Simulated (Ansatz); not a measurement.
# CH6F2OSSi2: a ladder of functionals and wavefunction methods

How much do the methods differ for CH6F2OSSi2? The plan is to run it at one geometry with functionals of several rungs and with coupled cluster, and see how far each lands from CCSD(T) at the basis-set limit for the atomisation energy.

Method: functionals in def2-TZVPP, the program's frozen cores in correlated methods; program: Ansatz 0.2.0, Gaussian basis.

Plan: PBE-D4, r2SCAN-D4, PBE0-D4, B3LYP-D4, ωB97X-V, ωB97M-V, B2PLYP; CCSD(T)/def2-TZVPP; MP2/def2-QZVPP; extrapolation to the limit.

**1. Structure used throughout**

The geometry comes from an earlier relaxation with PBE0-D4 in a triple-zeta def2 set; it is a stationary point, not always the lowest conformer.

SMILES `CO[SiH2]S[SiH](F)F`, 13 atoms, charge 0, spin multiplicity 1.

Atoms are counted from 1 here; the program's logs count them from 0.

Bond lengths: C1–O2 1.413 Å, C1–H8 1.094 Å, C1–H9 1.091 Å, C1–H10 1.094 Å, O2–Si3 1.637 Å, Si3–S4 2.140 Å, Si3–H11 1.482 Å, Si3–H12 1.485 Å, S4–Si5 2.108 Å, Si5–F6 1.589 Å, Si5–F7 1.585 Å, Si5–H13 1.468 Å. Angles: O2–C1–H8 111.6°, O2–C1–H9 108.2°, O2–C1–H10 110.4°, H8–C1–H9 108.6°, H8–C1–H10 109.1°, H9–C1–H10 108.8°, C1–O2–Si3 125.5°, O2–Si3–S4 107.2°, O2–Si3–H11 112.6°, O2–Si3–H12 109.2°, S4–Si3–H11 105.9°, S4–Si3–H12 111.4°, H11–Si3–H12 110.6°, Si3–S4–Si5 95.7°, S4–Si5–F6 111.1°, S4–Si5–F7 106.3°, S4–Si5–H13 115.5°, F6–Si5–F7 107.0° and more.

**2. PBE-D4 (GGA)**

File in.yaml:

```yaml
crystal:
  periodic: [false, false, false]
  atoms:
    - {symbol: C, position_ang: [-0.634157, 1.468651, -1.121738]}
    - {symbol: O, position_ang: [-0.170776, 0.135763, -1.040312]}
    - {symbol: Si, position_ang: [1.354494, -0.317588, -0.657647]}
    - {symbol: S, position_ang: [1.203119, -1.963998, 0.700944]}
    - {symbol: Si, position_ang: [-0.584834, -1.320286, 1.613409]}
    - {symbol: F, position_ang: [-0.499996, 0.212992, 2.022320]}
    - {symbol: F, position_ang: [-0.725266, -2.151794, 2.955614]}
    - {symbol: H, position_ang: [-0.103478, 2.123125, -0.423271]}
    - {symbol: H, position_ang: [-1.695361, 1.476943, -0.869439]}
    - {symbol: H, position_ang: [-0.509816, 1.853773, -2.137635]}
    - {symbol: H, position_ang: [2.108743, -0.825812, -1.827411]}
    - {symbol: H, position_ang: [2.063122, 0.830747, -0.038747]}
    - {symbol: H, position_ang: [-1.805783, -1.522497, 0.823916]}
basis:
  gaussian: {orbitals: def2-TZVPP}
hamiltonian: {xc: pbe, dispersion: d4}
output: {forces: true, orbitals: {seedname: orbitals}}
```

The run is started by

```bash
> ansatz run in.yaml --threads 2 --pin off --events-out ev --progress --plain --max-ram 20480MiB --backend cuda --devices 0, --max-vram 18GiB
```

After this run come: r2SCAN-D4 (meta-GGA); PBE0-D4 (hybrid); B3LYP-D4 (hybrid); ωB97X-V (range-separated); ωB97M-V (range-separated); B2PLYP (double hybrid); CCSD(T) in def2-TZVPP; MP2 in def2-QZVPP.

**Question.** What will the summary of the whole plan be? Wanted: atomisation energy, CCSD(T)/CBS; farthest; mean size of error, hybrid; mean size of error, range-separated; gap, smallest and largest; T1 diagnostic; triples share of the correlation energy.

The runs gave:

| quantity | value |
| --- | --- |
| atomisation energy, CCSD(T)/CBS | 4938.3 kJ/mol |
| functionals within 24.7 kJ/mol (0.5 %) | PBE-D4, r2SCAN-D4, ωB97X-V, ωB97M-V |
| farthest | B2PLYP (-89.3 kJ/mol) |
| mean size of error, hybrid | 56.5 kJ/mol |
| mean size of error, range-separated | 3.7 kJ/mol |
| gap, smallest and largest | 5.49 eV (PBE-D4), 12.03 eV (ωB97X-V) |
| T1 diagnostic | 0.0119 |
| triples share of the correlation energy | 3.4 % |

In words: PBE-D4 is off by +19.4 kJ/mol. Double hybrids carry the basis error of their MP2 part in triple zeta, and no dispersion term here, so their miss is partly the set-up's. Misses under about 24.7 kJ/mol are within the doubt on the reference itself, which lacks core-valence correlation, relativity and higher excitations. Hartree-Fock recovers 73 % of the binding; the rest is correlation. The gap grows from 5.5 to 12.0 eV across the functionals, mostly with the share of exact exchange.
